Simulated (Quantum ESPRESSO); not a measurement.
Crystal: Zr2NbP3.

```
Zr Nb P
1.0
     6.06837    0.00000    0.00000
    -3.03419    5.25536    0.00000
     0.00000    0.00000    3.33124
Zr Nb P
2 1 3
Direct
  0.33333 0.66667 0.00000
  0.66667 0.33333 0.00000
  0.00000 0.00000 0.00000
  0.50000 0.00000 0.50000
  0.50000 0.50000 0.50000
  0.00000 0.50000 0.50000
```

The cell was built by a generator and needn't be a form met in nature.

Program: Quantum ESPRESSO 7.5. Alike in all runs: no spin polarisation; cell as given; k mesh 5 × 5 × 8.

Order these runs on this cell by their pressure, lowest first.
A. level LDA; potentials or basis GBRV 1.5 LDA; cutoff (eV) 612; smearing gaussian 0.1 eV; form of the LDA correlation PZ81
B. level PBE+D3(BJ); potentials or basis PseudoDojo 0.4 SR PBEsol stringent; cutoff (eV) 1116; smearing fermi-dirac 0.2 eV
C. level PBE; potentials or basis SSSP 1.3 efficiency PBE; cutoff (eV) 748; smearing fermi-dirac 0.05 eV

A (12.8 GPa), B (16.2 GPa), C (20.3 GPa).

Caveats: so large a pressure means that the cell lies far from this level's equilibrium, or that cutoff or potentials fall short (some runs); the potentials were made for another functional, which shifts forces and pressure (some runs); pairwise dispersion overbinds metals, which lowers pressure and volume (some runs).

Not every run made on this cell is shown here.
